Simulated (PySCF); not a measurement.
# H2O4Ta (Ta(O)2(OH)2-): the cost of one run

The runs use PySCF 2.14.0; TPSS, Ta def2-SVP with ECP60, O def2-SVP, H def2-SVP; scalar-relativistic core potentials, no spin–orbit coupling.

5 further runs of the same task are left out: 2 for a known fault of the program, 2 that didn't finish, 1 set aside as unsound or not needed.

### Step 1. The starting structure

7 atoms, charge -1, spin multiplicity 1.

Bond lengths: Ta1–O2 1.796 Å, Ta1–O3 1.796 Å, Ta1–O4 2.002 Å, Ta1–H5 2.561 Å, Ta1–O6 2.002 Å, Ta1–H7 2.561 Å, O4–H5 0.972 Å, O6–H7 0.972 Å. Angles: O2–Ta1–O3 110.4°, O2–Ta1–O4 109.8°, O2–Ta1–H5 122.0°, O2–Ta1–O6 107.6°, O2–Ta1–H7 87.7°, O3–Ta1–O4 107.6°, O3–Ta1–H5 87.7°, O3–Ta1–O6 109.8°, O3–Ta1–H7 122.0°, O4–Ta1–H5 20.2°, O4–Ta1–O6 111.6°, O4–Ta1–H7 117.2°, H5–Ta1–O6 117.2°, H5–Ta1–H7 129.3°, O6–Ta1–H7 20.2°, Ta1–O4–H5 114.4°, Ta1–H5–O4 45.4°, Ta1–O6–H7 114.4° and more.

Coordinates:

```xyz
7
H2O4Ta
Ta    0.0000    0.0000   -0.1809
O     0.8766    1.1866    0.8440
O    -0.8766   -1.1866    0.8440
O     1.3051   -1.0198   -1.3060
H     1.1909   -1.9847   -1.2777
O    -1.3051    1.0198   -1.3060
H    -1.1909    1.9847   -1.2777
```

Formal oxidation states: Ta +5. An earlier session relaxed this geometry at TPSS, Ta def2-SVP with ECP60, O def2-SVP, H def2-SVP (singlet, point group C2).

Its energy there is -359.215219 Eh.

### Step 2. Atoms moved at random, σ = 0.03 Å

run.py (the lines that set the calculation)

```python
mol = gto.M(atom='''
Ta    -0.02584    -0.02956    -0.19985
O      0.89222     1.17615     0.82063
O     -0.89469    -1.17596     0.85348
O      1.26630    -0.98503    -1.29369
H      1.22714    -1.98633    -1.30329
O     -1.26973     1.03349    -1.28402
H     -1.19539     1.96724    -1.25377''',
    basis={'Ta': 'def2-SVP', 'O': 'def2-SVP', 'H': 'def2-SVP'},
    ecp={'Ta': 'def2-SVP'},
    charge=-1, spin=0)
mf = dft.RKS(mol, xc='TPSS')
mf.grids.atom_grid = (50, 194)
mf = mf.density_fit()  # fitting sets: Ta def2-universal-JKFIT, O def2-universal-JKFIT, H def2-universal-JKFIT
mf.conv_tol = 1e-08; mf.max_cycle = 55
mf.kernel(dm0)  # dm0: the density of the relaxed state
```

Run with:

```bash
$ OMP_NUM_THREADS=2 python run.py
```

**Question.** How long does this run take on 2 threads of AMD EPYC 9R45 (Zen 5), shared host?

About 3.9 s.
